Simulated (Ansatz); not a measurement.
# ClGaH2: the cost of one run

Method: RKS CAM-B3LYP/def2-SVP, in Ansatz 0.2.0.

### Step 1. The system as given

Bond lengths: Ga1–H2 1.770 Å, Ga1–H3 1.770 Å, Ga1–Cl4 2.240 Å. Angles: H2–Ga1–H3 33.2°, H2–Ga1–Cl4 163.4°, H3–Ga1–Cl4 163.4°.

Coordinates:

```xyz
4

Ga    0.0000    0.0000    0.0000
H     1.2166    0.0000    1.2856
H     1.7216    0.0000    0.4109
Cl   -1.9398    0.0000   -1.1200
```

### Step 2. A restrained relaxation towards end A

Springs on the bonds that form and break draw the guess towards this end; the thresholds are loose.

Input file input.yaml:

```yaml
crystal:
  periodic: [false, false, false]
  atoms:
    - { symbol: Ga, position_ang: [0.0, 0.0, 0.0] }
    - { symbol: H, position_ang: [1.2166, 0.0, 1.2856] }
    - { symbol: H, position_ang: [1.7216, 0.0, 0.4109] }
    - { symbol: Cl, position_ang: [-1.9398, 0.0, -1.12] }
basis:
  gaussian: { orbitals: def2-SVP }
hamiltonian:
  xc: cam_b3lyp
relax:
  f_tol: 0.15
  max_steps: 25
  restrain:
    - { distance: [1, 2], at: 1.86, k: 30.0 }
    - { distance: [0, 1], at: 1.57, k: 30.0 }
    - { distance: [0, 2], at: 1.57, k: 30.0 }
```

The run is started by

```
$ ansatz run input.yaml --threads 1 --pin off --max-ram 2048MiB --backend cpu --events-out ev --progress --plain --runs-dir out
```

Q: Estimate wall time and peak memory on 1 thread of Arm Neoverse V2, shared host.

About 17 s, with a peak of 0.12 GiB.
